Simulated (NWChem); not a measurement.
# CrO3 (chromic anhydride) at B3LYP/def2-SVP

Wanted: energy and gradient of CrO3 (chromic anhydride). 

Program for the calculation: NWChem 7.3.0.

5 further runs of the same task are left out: 5 set aside as unsound or not needed. Runs told in other sessions of the task aren't counted.

## Step 1: Starting point

CrO3: 4 atoms, total charge 0, spin state singlet. As SMILES, `[O]=[Cr](=[O])=[O]`. The coordinates come from a PBE0-D4/def2-TZVP relaxation.

Bond lengths: O1–Cr2 1.563 Å, Cr2–O3 1.563 Å, Cr2–O4 1.563 Å. Angles: O1–Cr2–O3 115.3°, O1–Cr2–O4 115.3°, O3–Cr2–O4 115.3°.

## Step 2: Energy and gradient at B3LYP/def2-SVP

cro3.xyz

```xyz
4

O     -1.163680    -0.584640     0.796540
Cr     0.035750     0.194420     0.166920
O      1.408990    -0.550380     0.205610
O     -0.281060     0.940610    -1.169070
```

cro3.nw

```
start cro3
memory stack 880 mb heap 220 mb global 1100 mb

geometry units angstrom noautosym nocenter noautoz
  load format xyz cro3.xyz
end

basis spherical bse
  O library def2-SVP
  Cr library def2-SVP
end

dft
  xc b3lyp
  mult 1
  grid xfine
  convergence energy 1e-08
  maxiter 100
  mulliken
end

task dft gradient
```

The run is started by

```sh
$ nwchem cro3.nw > cro3.out
```

What it wrote:

```text
[...]
          Wavefunction type:  closed shell.
          No. of atoms     :     4
          No. of electrons :    48
[...]
          Charge           :     0
          Spin multiplicity:     1
[...]
          AO basis - number of functions:    73
[...]
              XC Information
              --------------
                         B3LYP Method XC Potential
                     Hartree-Fock (Exact) Exchange  0.200
                        Slater Exchange Functional  0.800 local
                    Becke 1988 Exchange Functional  0.720 non-local
              Lee-Yang-Parr Correlation Functional  0.810
                  VWN I RPA Correlation Functional  0.190 local
[...]
 d= 0,ls=0.0,diis     1  -1268.2591795524 -1.50D+03  8.46D-02  1.22D+01     1.5
[...]
 d= 0,ls=0.0,diis    16  -1269.8117109405 -2.01D-09  3.15D-07  5.23D-10    17.6
         Total DFT energy =    -1269.811710940495
      One electron energy =    -2208.639471629191
           Coulomb energy =      779.390932961363
    Exchange-Corr. energy =      -74.102042133195
 Nuclear repulsion energy =      233.538869860528
[...]
      Total Density - Mulliken Population Analysis
     ---------------------------------------------
    Atom       Charge   Shell Charges
 -----------   ------   -------------------------------------------------------
    1 O    8     8.36   1.99  1.13  0.82  2.74  1.67  0.01
    2 Cr  24    22.93   2.00  2.00  2.01  0.04  0.02  6.00  6.05  0.45  3.38  0.96  0.02
    3 O    8     8.36   1.99  1.13  0.82  2.74  1.67  0.01
    4 O    8     8.36   1.99  1.13  0.82  2.74  1.67  0.01
[...]
  wavefunction    = closed shell
                         DFT ENERGY GRADIENTS
    atom               coordinates                        gradient
                 x          y          z           x          y          z
   1 O      -2.199036  -1.104809   1.505242    0.001530   0.001804   0.000075
   2 Cr      0.067558   0.367401   0.315433   -0.000674  -0.003644  -0.003111
   3 O       2.662605  -1.040067   0.388547   -0.001382   0.001761   0.000745
   4 O      -0.531126   1.777495  -2.209222    0.000525   0.000080   0.002292
[...]
```

Run time: 20 s. Hardware: 1 thread of Intel Xeon 6975P-C (Granite Rapids), shared host; peak memory 0.14 GiB.

## Step 3: Results

Level: B3LYP/def2-SVP.

| quantity | value |
| --- | --- |
| total energy | -1269.81171 Eh |
| dipole moment | 2.76 D |
| HOMO energy | -8.94 eV |
| LUMO energy | -5.49 eV |
| HOMO–LUMO gap | 3.46 eV |
| largest force on an atom | 0.249 eV/Å |
